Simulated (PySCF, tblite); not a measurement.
# H₁₁NOSi₄: geometry, infrared bands and NMR shifts

Aim: predict the infrared bands and NMR shifts of H₁₁NOSi₄ (`O[Si@@H]([SiH3])[SiH2]N[SiH3]`).

The runs use tblite 0.8.0 and PySCF 2.14.0, with density-fitted response routines of our own; the level of theory stands in each step. All values are computed, except where a source is named. Atoms are numbered from 0 throughout.

**1. Starting geometry**

17 atoms, charge 0, multiplicity 1; geometry from: force field or distance geometry start.

Bonds of the start (Å): O0–Si1 1.73, Si1–Si2 2.23, Si1–Si3 2.23, Si3–N4 1.77, N4–Si5 1.79, O0–H6 0.99, Si1–H7 1.45, Si2–H8 1.48, Si2–H9 1.46, Si2–H10 1.48, Si3–H11 1.47, Si3–H12 1.48, N4–H13 1.05, Si5–H14 1.48, Si5–H15 1.47, Si5–H16 1.47.

**2. Optimising the geometry with GFN2-xTB**

Job settings and geometry (Å):

```
{"job": {"kind": "relax", "xc": "GFN2-xTB", "basis": "xTB"}, "charge": 0, "multiplicity": 1}
O     -1.478300    -2.404300    -0.187100
Si    -0.937500    -0.779000    -0.391900
Si    -2.679200     0.574400    -0.095100
Si     0.638700    -0.444500     1.147400
N      1.554900     1.051300     0.919300
Si     2.467600     0.937600    -0.610600
H     -1.994800    -2.691600    -0.987500
H     -0.449600    -0.585500    -1.744100
H     -3.659200     0.200600    -1.134100
H     -2.280500     1.979200    -0.192000
H     -3.234800     0.295200     1.244100
H      1.575000    -1.578800     1.051200
H      0.033000    -0.440300     2.498400
H      2.266700     1.137400     1.681100
H      1.896400     1.922400    -1.549300
H      3.896700     1.224100    -0.425900
H      2.378200    -0.386200    -1.233900
```

Command:

```sh
> OMP_NUM_THREADS=1 python probes_run.py task.json out
```

The driver reads the jobs from task.json and runs them one after another.

**Question.** This job is followed by: GFN2-xTB harmonic vibrations, gas phase; GIAO PBE0/pcSseg-1 NMR shielding, non-relativistic, gas phase. What will the session give for the following? strongest single infrared mode (GFN2-xTB); zero-point energy (GFN2-xTB); 1H shifts against TMS (PBE0/pcSseg-1, means over atoms taken as alike); 17O shifts against H2O (PBE0/pcSseg-1); 29Si shifts against TMS (PBE0/pcSseg-1); 15N shifts against NH3 (PBE0/pcSseg-1).

The runs gave:

| quantity | value |
| --- | --- |
| strongest single infrared mode (GFN2-xTB) | 2198 cm⁻¹, 652 km/mol |
| zero-point energy (GFN2-xTB) | 63.7 kcal/mol |
| 1H shifts against TMS (PBE0/pcSseg-1, means over atoms taken as alike) | 6.48, 5.38, 5.20, 4.55, 3.56, -0.16, -0.83 ppm |
| 17O shifts against H2O (PBE0/pcSseg-1) | -10.6 ppm |
| 29Si shifts against TMS (PBE0/pcSseg-1) | -12.7, -48.4, -52.5, -119.3 ppm |
| 15N shifts against NH3 (PBE0/pcSseg-1) | -6.0 ppm |

**Reading.** Relaxing lowered the energy by 0.895 eV in 241 steps; the close pair that moved most is Si1–Si2, from 2.226 to 2.321 Å. All 45 modes are real, so the xTB geometry is a minimum. GFN2-xTB is a fitted tight-binding method: band positions and strengths are rough. Its intensities can rank the bands wrongly. At PBE0/pcSseg-1: The widest tensor belongs to Si1: span 186 ppm, with a paramagnetic part of -517 ppm.
